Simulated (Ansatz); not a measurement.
**CH₄AlNO: small, medium and large basis sets**

The task here is to estimate one member of a computed series from the others.

Method: one geometry, several basis sets; program: Ansatz 0.2.0, Gaussian basis.

Plan: PBE0-D4/def2-SVP; ωB97M-V/def2-SVP; PBE0-D4/def2-QZVPP; ωB97M-V/def2-QZVPP; the functionals' def2-TZVPP values are taken from earlier runs.

**The geometry**

All runs share one geometry, relaxed beforehand with PBE0-D4 in a triple-zeta def2 set.

SMILES `N=[CH][AlH][OH]`, 8 atoms, charge 0, spin multiplicity 1.

Atoms are counted from 1 here; the program's logs count them from 0.

Bond lengths: N1–C2 1.275 Å, N1–H5 1.024 Å, C2–Al3 1.974 Å, C2–H6 1.099 Å, Al3–O4 1.695 Å, Al3–H7 1.584 Å, O4–H8 0.955 Å. Angles: C2–N1–H5 111.0°, N1–C2–Al3 121.7°, N1–C2–H6 114.6°, Al3–C2–H6 123.7°, C2–Al3–O4 109.8°, C2–Al3–H7 128.2°, O4–Al3–H7 122.0°, Al3–O4–H8 125.4°.

Set-up of the first run:

in.yaml reads:

```yaml
crystal:
  periodic: [false, false, false]
  atoms:
    - {symbol: N, position_ang: [-1.246490, 1.457523, 0.273193]}
    - {symbol: C, position_ang: [0.012610, 1.299125, 0.145440]}
    - {symbol: Al, position_ang: [0.809709, -0.484812, -0.132332]}
    - {symbol: O, position_ang: [-0.411028, -1.660792, -0.162199]}
    - {symbol: H, position_ang: [-1.736978, 0.560976, 0.211357]}
    - {symbol: H, position_ang: [0.599070, 2.226541, 0.202732]}
    - {symbol: H, position_ang: [2.338473, -0.857922, -0.310210]}
    - {symbol: H, position_ang: [-0.273168, -2.597736, -0.283881]}
basis:
  gaussian: {orbitals: def2-SVP}
hamiltonian: {xc: pbe0, dispersion: d4}
output: {orbitals: {seedname: orbitals}}
```

On the command line:

```
ansatz run in.yaml --threads 2 --pin off --events-out ev --progress --plain --max-ram 4352MiB
```

Steps of the session up to this table: PBE0-D4 in def2-SVP; ωB97M-V in def2-SVP; PBE0-D4 in def2-QZVPP; ωB97M-V in def2-QZVPP.

One table of the session follows, with a row left open; its other results are not shown here.

It belongs to the step «Density functionals: the series». 

```
functional       basis  HOMO (eV)  LUMO (eV)
   PBE0-D4    def2-SVP      -6.52      -1.46
   PBE0-D4  def2-TZVPP      -6.73      -1.68
   PBE0-D4  def2-QZVPP      -6.77      -1.74
   ωB97M-V    def2-SVP      -8.77       0.48
   ωB97M-V  def2-TZVPP      -9.01       0.18
   ωB97M-V  def2-QZVPP          ?          ?
```

Q: Estimate the row for ωB97M-V, def2-QZVPP from the others.

**Answer.** HOMO (eV): -9.06; LUMO (eV): 0.00. In the column «HOMO (eV)» it is the lowest.
